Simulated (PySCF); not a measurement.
# Zr: excitation energy in dyall-av2z

Each state of zirconium is computed at each level; their differences give the excitation energy. How far do the methods differ?

Program: PySCF 2.14.0. Level of theory: unrestricted determinants in a Gaussian basis, no spin-orbit coupling in the energies. These are calculated values, not measurements, unless marked.

**1. The atom as given**

* Element: zirconium (Z = 40)
* Basis: dyall-av2z (22s15p11d2f, 136 functions)
* Hamiltonian: the non-relativistic Hamiltonian (point nucleus)
* State 1: Zr: [Kr] 4d2 5s1 6s1, high-spin 5F determinant (an excited configuration)
* Needed too, but not shown: Zr [Kr] 4d2 5s2 (3F)
* Methods: UHF, LDA, PBE, PBE0, r2SCAN, revPBE, B3LYP, r2SCAN0, MP2
* Core shells frozen in the correlated runs: valence: [Kr] (for Zr)

The outer shells:

Zr [Kr] 4d2 5s1 6s1
```
[Kr] core
4d [↑ ][↑ ][  ][  ][  ]
5s [↑ ]
6s [↑ ]
```

One driver process ran all states and methods and kept the integrals in memory. Each run is shown as a PySCF script that sums up its settings (the driver passes frozen orbitals as a list and adds second-order terms of double hybrids); the logs are those of the runs themselves. The driver starts from symmetry-adapted Hartree-Fock orbitals, holds the occupation by maximum overlap and uses a logarithmic radial grid for functionals, so a plain start would take other cycles.

The integrals over 136 functions and the set-up took 1.6 s of CPU time.

**2. Zr [Kr] 4d2 5s1 6s1**

**UHF**

The input, input.py:

```python
from pyscf import gto, scf, dft, mp, cc
import basis_set_exchange as bse
mol = gto.M(atom="Zr 0 0 0", charge=0, spin=4, symmetry="D2h",
            basis=gto.basis.parse(bse.get_basis("dyall-av2z", elements=["Zr"], fmt="nwchem")))
mf = scf.UHF(mol)
mf.irrep_nelec = {'Ag': (9, 6), 'B1g': (2, 1), 'B2g': (1, 1), 'B3g': (1, 1), 'B1u': (3, 3), 'B2u': (3, 3), 'B3u': (3, 3)}
mf.kernel()
```

Output:

```text
damping factor = 0
level_shift factor = 0
DIIS = <class 'pyscf.scf.diis.CDIIS'>
diis_start_cycle = 1
diis_space = 10
diis_damp = 0
SCF conv_tol = 1e-09
SCF conv_tol_grad = None
number electrons alpha = 22  beta = 18
cycle= 1 E= -3538.88372122228  delta_E= -0.00485  |g|= 0.0203  |ddm|= 0.0458
cycle= 2 E= -3538.88391086989  delta_E= -0.00019  |g|= 0.00432  |ddm|= 0.00953
cycle= 3 E= -3538.88392111545  delta_E= -1.02e-05  |g|= 0.000703  |ddm|= 0.00476
cycle= 4 E= -3538.88392132173  delta_E= -2.06e-07  |g|= 0.000245  |ddm|= 0.00173
cycle= 5 E= -3538.88392139143  delta_E= -6.97e-08  |g|= 4.04e-05  |ddm|= 0.00209
cycle= 6 E= -3538.88392139343  delta_E= -2e-09  |g|= 8.11e-06  |ddm|= 0.000671
cycle= 7 E= -3538.88392139357  delta_E= -1.4e-10  |g|= 1.29e-06  |ddm|= 0.000252
converged SCF energy = -3538.88392139357  <S^2> = 6.004716  2S+1 = 5.0018861
```

It used 24 s of CPU time after the integrals (shared host).

The occupied shells:

| shell | electrons | mean orbital energy (eV) | spread (eV) | rms radius (bohr) |
| --- | --- | --- | --- | --- |
| 1s α | 1 | -17710.0 | 0 | 0.0441 |
| 1s β | 1 | -17710.0 | 0 | 0.0441 |
| 2s α | 1 | -2490.1 | 0 | 0.181 |
| 2s β | 1 | -2489.7 | 0 | 0.181 |
| 2p α | 3 | -2275.1 | 0 | 0.159 |
| 2p β | 3 | -2274.8 | 0 | 0.159 |
| 3s α | 1 | -440.39 | 0 | 0.499 |
| 3s β | 1 | -440.14 | 0 | 0.499 |
| 3p α | 3 | -357.79 | 0 | 0.501 |
| 3p β | 3 | -357.58 | 0 | 0.501 |
| 3d α | 5 | -208.16 | 0.703 | 0.494 |
| 3d β | 5 | -207.68 | 0.156 | 0.494 |
| 4s α | 1 | -70.382 | 0 | 1.33 |
| 4s β | 1 | -67.955 | 0 | 1.33 |
| 4p α | 3 | -45.408 | 0 | 1.48 |
| 4p β | 3 | -42.342 | 0 | 1.48 |
| 4d α | 2 | -12.821 | 0 | 2.26 |
| 5s α | 1 | -9.266 | 0 | 3.81 |
| 6s α | 1 | -2.081 | 0 | 10.8 |

⟨S²⟩ = 6.005, ⟨L²⟩ = 12.05.

Spin-orbit constants on these orbitals (cm⁻¹; bare nucleus, screened nucleus, mean field): 4d 571.3, 428.5, 388.3. To first order in LS coupling the lowest level has J = 1 and lies 0.0963 eV below the centre of the term.

A non-relativistic calculation at this Z misses sizeable relativistic shifts.

**LDA**

Changes to input.py:

```diff
@@ -4,3 +4,3 @@
             basis=gto.basis.parse(bse.get_basis("dyall-av2z", elements=["Zr"], fmt="nwchem")))
-mf = scf.UHF(mol)
+mf = dft.UKS(mol, xc="LDA,VWN")
 mf.irrep_nelec = {'Ag': (9, 6), 'B1g': (2, 1), 'B2g': (1, 1), 'B3g': (1, 1), 'B1u': (3, 3), 'B2u': (3, 3), 'B3u': (3, 3)}
```

Output:

```text
damping factor = 0
level_shift factor = 0
DIIS = <class 'pyscf.scf.diis.CDIIS'>
diis_start_cycle = 1
diis_space = 10
diis_damp = 0
SCF conv_tol = 1e-09
SCF conv_tol_grad = None
number electrons alpha = 22  beta = 18
XC functionals = LDA,VWN
    P. A. M. Dirac.,  Math. Proc. Cambridge Philos. Soc. 26, 376 (1930)
    F. Bloch.,  Z. Phys. 57, 545 (1929)
    S. H. Vosko, L. Wilk, and M. Nusair.,  Can. J. Phys. 58, 1200 (1980)
cycle= 1 E= -3536.60194246452  delta_E= -0.0412  |g|= 0.0743  |ddm|= 1.23
cycle= 2 E= -3536.60213227159  delta_E= -0.00019  |g|= 0.0384  |ddm|= 0.0678
cycle= 3 E= -3536.60219992497  delta_E= -6.77e-05  |g|= 0.00253  |ddm|= 0.0352
cycle= 4 E= -3536.60220005791  delta_E= -1.33e-07  |g|= 0.000607  |ddm|= 0.00272
cycle= 5 E= -3536.60220015126  delta_E= -9.33e-08  |g|= 7.59e-05  |ddm|= 0.00146
cycle= 6 E= -3536.6022001519  delta_E= -6.42e-10  |g|= 1.21e-06  |ddm|= 0.000189
converged SCF energy = -3536.6022001519  <S^2> = 6.0003369  2S+1 = 5.0001348
```

CPU time 3.4 s on a shared host, the integrals not counted.

**PBE**

Changes to input.py:

```diff
@@ -4,3 +4,3 @@
             basis=gto.basis.parse(bse.get_basis("dyall-av2z", elements=["Zr"], fmt="nwchem")))
-mf = dft.UKS(mol, xc="LDA,VWN")
+mf = dft.UKS(mol, xc="PBE")
 mf.irrep_nelec = {'Ag': (9, 6), 'B1g': (2, 1), 'B2g': (1, 1), 'B3g': (1, 1), 'B1u': (3, 3), 'B2u': (3, 3), 'B3u': (3, 3)}
```

Output:

```text
damping factor = 0
level_shift factor = 0
DIIS = <class 'pyscf.scf.diis.CDIIS'>
diis_start_cycle = 1
diis_space = 10
diis_damp = 0
SCF conv_tol = 1e-09
SCF conv_tol_grad = None
number electrons alpha = 22  beta = 18
XC functionals = PBE
    J. P. Perdew, K. Burke, and M. Ernzerhof.,  Phys. Rev. Lett. 77, 3865 (1996)
    J. P. Perdew, K. Burke, and M. Ernzerhof.,  Phys. Rev. Lett. 78, 1396 (1997)
    J. P. Perdew, K. Burke, and M. Ernzerhof.,  Phys. Rev. Lett. 77, 3865 (1996)
    J. P. Perdew, K. Burke, and M. Ernzerhof.,  Phys. Rev. Lett. 78, 1396 (1997)
cycle= 1 E= -3540.34335964397  delta_E= -0.0243  |g|= 0.0354  |ddm|=  0.8
cycle= 2 E= -3540.34346661835  delta_E= -0.000107  |g|= 0.0153  |ddm|= 0.0552
cycle= 3 E= -3540.34350132166  delta_E= -3.47e-05  |g|= 0.00227  |ddm|= 0.0396
cycle= 4 E= -3540.34350214217  delta_E= -8.21e-07  |g|= 0.00183  |ddm|= 0.00524
cycle= 5 E= -3540.34350264931  delta_E= -5.07e-07  |g|= 2.58e-05  |ddm|= 0.00345
cycle= 6 E= -3540.34350265053  delta_E= -1.22e-09  |g|= 2.62e-06  |ddm|= 0.000772
cycle= 7 E= -3540.34350265058  delta_E= -5.68e-11  |g|= 2.05e-07  |ddm|= 0.000196
converged SCF energy = -3540.34350265058  <S^2> = 6.000712  2S+1 = 5.0002848
```

CPU time 6.5 s on a shared host, the integrals not counted.

**PBE0**

Changes to input.py:

```diff
@@ -4,3 +4,3 @@
             basis=gto.basis.parse(bse.get_basis("dyall-av2z", elements=["Zr"], fmt="nwchem")))
-mf = dft.UKS(mol, xc="PBE")
+mf = dft.UKS(mol, xc="PBE0")
 mf.irrep_nelec = {'Ag': (9, 6), 'B1g': (2, 1), 'B2g': (1, 1), 'B3g': (1, 1), 'B1u': (3, 3), 'B2u': (3, 3), 'B3u': (3, 3)}
```

Output:

```text
damping factor = 0
level_shift factor = 0
DIIS = <class 'pyscf.scf.diis.CDIIS'>
diis_start_cycle = 1
diis_space = 10
diis_damp = 0
SCF conv_tol = 1e-09
SCF conv_tol_grad = None
number electrons alpha = 22  beta = 18
XC functionals = PBE0
    C. Adamo and V. Barone.,  J. Chem. Phys. 110, 6158 (1999)
    M. Ernzerhof and G. E. Scuseria.,  J. Chem. Phys. 110, 5029 (1999)
cycle= 1 E= -3540.45835282345  delta_E= -0.014  |g|= 0.0229  |ddm|= 0.524
cycle= 2 E= -3540.45845142748  delta_E= -9.86e-05  |g|= 0.00705  |ddm|= 0.0789
cycle= 3 E= -3540.45846721556  delta_E= -1.58e-05  |g|= 0.00368  |ddm|= 0.0389
cycle= 4 E= -3540.45846915856  delta_E= -1.94e-06  |g|= 0.000713  |ddm|= 0.00588
cycle= 5 E= -3540.45846924603  delta_E= -8.75e-08  |g|= 5.77e-05  |ddm|= 0.00541
cycle= 6 E= -3540.45846925737  delta_E= -1.13e-08  |g|= 7.77e-06  |ddm|= 0.00266
cycle= 7 E= -3540.45846925787  delta_E= -5e-10  |g|= 8.48e-07  |ddm|= 0.000616
converged SCF energy = -3540.45846925787  <S^2> = 6.0012911  2S+1 = 5.0005164
```

CPU time 10 s on a shared host, the integrals not counted.

**r2SCAN**

Changes to input.py:

```diff
@@ -4,3 +4,3 @@
             basis=gto.basis.parse(bse.get_basis("dyall-av2z", elements=["Zr"], fmt="nwchem")))
-mf = dft.UKS(mol, xc="PBE0")
+mf = dft.UKS(mol, xc="R2SCAN")
 mf.irrep_nelec = {'Ag': (9, 6), 'B1g': (2, 1), 'B2g': (1, 1), 'B3g': (1, 1), 'B1u': (3, 3), 'B2u': (3, 3), 'B3u': (3, 3)}
```

Output:

```text
damping factor = 0
level_shift factor = 0
DIIS = <class 'pyscf.scf.diis.CDIIS'>
diis_start_cycle = 1
diis_space = 10
diis_damp = 0
SCF conv_tol = 1e-09
SCF conv_tol_grad = None
number electrons alpha = 22  beta = 18
XC functionals = R2SCAN
    J. W. Furness, A. D. Kaplan, J. Ning, J. P. Perdew, and J. Sun.,  J. Phys. Chem. Lett. 11, 8208-8215 (2020)
    J. W. Furness, A. D. Kaplan, J. Ning, J. P. Perdew, and J. Sun.,  J. Phys. Chem. Lett. 11, 9248-9248 (2020)
    J. W. Furness, A. D. Kaplan, J. Ning, J. P. Perdew, and J. Sun.,  J. Phys. Chem. Lett. 11, 8208-8215 (2020)
    J. W. Furness, A. D. Kaplan, J. Ning, J. P. Perdew, and J. Sun.,  J. Phys. Chem. Lett. 11, 9248-9248 (2020)
cycle= 1 E= -3540.77570812638  delta_E= -0.0157  |g|= 0.0326  |ddm|= 0.619
cycle= 2 E= -3540.77578173913  delta_E= -7.36e-05  |g|= 0.0148  |ddm|= 0.0546
cycle= 3 E= -3540.77579518209  delta_E= -1.34e-05  |g|= 0.00116  |ddm|= 0.0252
cycle= 4 E= -3540.7757953026  delta_E= -1.21e-07  |g|= 9.11e-05  |ddm|= 0.00643
cycle= 5 E= -3540.77579534617  delta_E= -4.36e-08  |g|= 0.000101  |ddm|= 0.00209
cycle= 6 E= -3540.77579585375  delta_E= -5.08e-07  |g|= 0.000288  |ddm|= 0.00463
cycle= 7 E= -3540.77579531136  delta_E= 5.42e-07  |g|= 1.66e-05  |ddm|= 0.00596
cycle= 8 E= -3540.77579531019  delta_E= 1.16e-09  |g|= 1.03e-06  |ddm|= 0.000349
cycle= 9 E= -3540.77579531022  delta_E= -2.18e-11  |g|= 4.43e-07  |ddm|= 5.55e-05
converged SCF energy = -3540.77579531022  <S^2> = 6.0017652  2S+1 = 5.000706
```

It used 16 s of CPU time after the integrals (shared host).

**revPBE**

Changes to input.py:

```diff
@@ -4,3 +4,3 @@
             basis=gto.basis.parse(bse.get_basis("dyall-av2z", elements=["Zr"], fmt="nwchem")))
-mf = dft.UKS(mol, xc="R2SCAN")
+mf = dft.UKS(mol, xc="PBE_R,PBE")
 mf.irrep_nelec = {'Ag': (9, 6), 'B1g': (2, 1), 'B2g': (1, 1), 'B3g': (1, 1), 'B1u': (3, 3), 'B2u': (3, 3), 'B3u': (3, 3)}
```

Output:

```text
damping factor = 0
level_shift factor = 0
DIIS = <class 'pyscf.scf.diis.CDIIS'>
diis_start_cycle = 1
diis_space = 10
diis_damp = 0
SCF conv_tol = 1e-09
SCF conv_tol_grad = None
number electrons alpha = 22  beta = 18
XC functionals = PBE_R,PBE
    Y. Zhang and W. Yang.,  Phys. Rev. Lett. 80, 890 (1998)
    J. P. Perdew, K. Burke, and M. Ernzerhof.,  Phys. Rev. Lett. 77, 3865 (1996)
    J. P. Perdew, K. Burke, and M. Ernzerhof.,  Phys. Rev. Lett. 78, 1396 (1997)
cycle= 1 E= -3540.53065701669  delta_E= -0.0226  |g|= 0.0329  |ddm|= 0.647
cycle= 2 E= -3540.53075694031  delta_E= -9.99e-05  |g|= 0.0138  |ddm|= 0.0511
cycle= 3 E= -3540.5307893999  delta_E= -3.25e-05  |g|= 0.0025  |ddm|= 0.0373
cycle= 4 E= -3540.53079043805  delta_E= -1.04e-06  |g|= 0.00187  |ddm|= 0.00523
cycle= 5 E= -3540.53079092997  delta_E= -4.92e-07  |g|= 2.79e-05  |ddm|= 0.00352
cycle= 6 E= -3540.53079093205  delta_E= -2.07e-09  |g|= 3.78e-06  |ddm|= 0.00107
cycle= 7 E= -3540.53079093216  delta_E= -1.17e-10  |g|= 3.5e-07  |ddm|= 0.000315
converged SCF energy = -3540.53079093216  <S^2> = 6.0007957  2S+1 = 5.0003183
```

CPU time 6.3 s on a shared host, the integrals not counted.

**B3LYP**

Changes to input.py:

```diff
@@ -4,3 +4,3 @@
             basis=gto.basis.parse(bse.get_basis("dyall-av2z", elements=["Zr"], fmt="nwchem")))
-mf = dft.UKS(mol, xc="PBE_R,PBE")
+mf = dft.UKS(mol, xc="B3LYP")
 mf.irrep_nelec = {'Ag': (9, 6), 'B1g': (2, 1), 'B2g': (1, 1), 'B3g': (1, 1), 'B1u': (3, 3), 'B2u': (3, 3), 'B3u': (3, 3)}
```

Output:

```text
damping factor = 0
level_shift factor = 0
DIIS = <class 'pyscf.scf.diis.CDIIS'>
diis_start_cycle = 1
diis_space = 10
diis_damp = 0
SCF conv_tol = 1e-09
SCF conv_tol_grad = None
number electrons alpha = 22  beta = 18
XC functionals = B3LYP
    P. J. Stephens, F. J. Devlin, C. F. Chabalowski, and M. J. Frisch.,  J. Phys. Chem. 98, 11623 (1994)
cycle= 1 E= -3540.81758384733  delta_E= -0.0199  |g|= 0.0266  |ddm|= 0.652
cycle= 2 E= -3540.81769328202  delta_E= -0.000109  |g|= 0.00834  |ddm|= 0.103
cycle= 3 E= -3540.81771452305  delta_E= -2.12e-05  |g|= 0.00509  |ddm|= 0.0477
cycle= 4 E= -3540.81771819765  delta_E= -3.67e-06  |g|= 0.000701  |ddm|= 0.00656
cycle= 5 E= -3540.81771833766  delta_E= -1.4e-07  |g|= 7.62e-05  |ddm|= 0.00528
cycle= 6 E= -3540.81771835568  delta_E= -1.8e-08  |g|= 9.37e-06  |ddm|= 0.00319
cycle= 7 E= -3540.81771835647  delta_E= -7.85e-10  |g|= 8.86e-07  |ddm|= 0.000745
converged SCF energy = -3540.81771835647  <S^2> = 6.0008336  2S+1 = 5.0003334
```

It used 9.5 s of CPU time after the integrals (shared host).

**r2SCAN0**

Changes to input.py:

```diff
@@ -4,3 +4,3 @@
             basis=gto.basis.parse(bse.get_basis("dyall-av2z", elements=["Zr"], fmt="nwchem")))
-mf = dft.UKS(mol, xc="B3LYP")
+mf = dft.UKS(mol, xc="HYB_MGGA_XC_R2SCAN0")
 mf.irrep_nelec = {'Ag': (9, 6), 'B1g': (2, 1), 'B2g': (1, 1), 'B3g': (1, 1), 'B1u': (3, 3), 'B2u': (3, 3), 'B3u': (3, 3)}
```

Output:

```text
damping factor = 0
level_shift factor = 0
DIIS = <class 'pyscf.scf.diis.CDIIS'>
diis_start_cycle = 1
diis_space = 10
diis_damp = 0
SCF conv_tol = 1e-09
SCF conv_tol_grad = None
number electrons alpha = 22  beta = 18
XC functionals = HYB_MGGA_XC_R2SCAN0
    M. Bursch, H. Neugebauer, S. Ehlert, and S. Grimme.,  J. Chem. Phys. 156, 134105 (2022)
cycle= 1 E= -3540.78861422015  delta_E= -0.0102  |g|= 0.0215  |ddm|= 0.523
cycle= 2 E= -3540.78869570659  delta_E= -8.15e-05  |g|= 0.00516  |ddm|= 0.0753
cycle= 3 E= -3540.78870322668  delta_E= -7.52e-06  |g|= 0.00188  |ddm|= 0.035
cycle= 4 E= -3540.78870403586  delta_E= -8.09e-07  |g|= 0.000904  |ddm|= 0.00533
cycle= 5 E= -3540.78870411196  delta_E= -7.61e-08  |g|= 4.72e-05  |ddm|= 0.00351
cycle= 6 E= -3540.78870411703  delta_E= -5.06e-09  |g|= 5.16e-06  |ddm|= 0.00176
cycle= 7 E= -3540.78870411717  delta_E= -1.49e-10  |g|= 8.22e-07  |ddm|= 0.000285
converged SCF energy = -3540.78870411717  <S^2> = 6.0021958  2S+1 = 5.0008782
```

CPU time 16 s on a shared host, the integrals not counted.

**MP2 (valence)**

The input, input.py:

```python
from pyscf import gto, scf, dft, mp, cc
import basis_set_exchange as bse
mol = gto.M(atom="Zr 0 0 0", charge=0, spin=4, symmetry="D2h",
            basis=gto.basis.parse(bse.get_basis("dyall-av2z", elements=["Zr"], fmt="nwchem")))
mf = scf.UHF(mol)
mf.irrep_nelec = {'Ag': (9, 6), 'B1g': (2, 1), 'B2g': (1, 1), 'B3g': (1, 1), 'B1u': (3, 3), 'B2u': (3, 3), 'B3u': (3, 3)}
mf.kernel()
mp.UMP2(mf, frozen=18).kernel()
```

This step left no log, only its results.

CPU time 1.7 s on a shared host, the integrals not counted.

With 4 electrons correlated, the MP2 correlation energy is -0.01298 hartree (-0.01298 same spin, 0.00000 opposite spin); the SCS form gives -0.00433. Largest pairs of shells: 4d-5s -0.0070, 4d-4d -0.0032, 5s-6s -0.0018, 4d-6s -0.0010, 5s-5s 0.0000.

Radial density 4πr²ρ of Zr at UHF:

| r (bohr) | density | spin density |
| --- | --- | --- |
| 0.000599 | 0.191 | 0.000 |
| 0.00101 | 0.524 | 0.000 |
| 0.00169 | 1.40 | 0.000 |
| 0.00285 | 3.62 | 0.000 |
| 0.00480 | 8.76 | 0.001 |
| 0.00807 | 19.1 | 0.002 |
| 0.0136 | 35.0 | 0.003 |
| 0.0228 | 48.3 | 0.003 |
| 0.0384 | 46.0 | -0.002 |
| 0.0646 | 43.4 | -0.004 |
| 0.109 | 60.3 | 0.031 |
| 0.183 | 44.9 | 0.125 |
| 0.307 | 42.3 | 0.207 |
| 0.517 | 32.6 | 0.008 |
| 0.869 | 9.42 | 0.322 |
| 1.46 | 7.19 | 1.053 |
| 2.46 | 1.58 | 0.962 |
| 4.14 | 0.348 | 0.345 |
| 6.96 | 0.101 | 0.101 |
| 11.7 | 0.103 | 0.103 |
| 19.7 | 0.00400 | 0.004 |

**3. The energy differences**

Excitation energy: Zr [Kr] 4d2 5s2 (3F) → Zr [Kr] 4d2 5s1 6s1 (5F).

```csv
method,value (eV)
UHF,2.989
LDA,4.157
PBE,3.884
PBE0,3.792
r2SCAN,3.700
revPBE,3.806
B3LYP,4.136
r2SCAN0,3.729
MP2 (valence),3.749
SCS-MP2 (valence),3.971
```

The differences also use runs on Zr [Kr] 4d2 5s2 (3F), which are not shown here.

**4. What came out**

| quantity | value |
| --- | --- |
| excitation energy, Zr → [Kr] 4d2 5s1 6s1 | UHF 2.989, MP2 (valence) 3.749 eV |

What this shows: The methods span 1.168 eV, from UHF (2.989) to LDA (4.157). No reference value is at hand in this session. All values hold for this basis alone; no basis-set limit was taken.
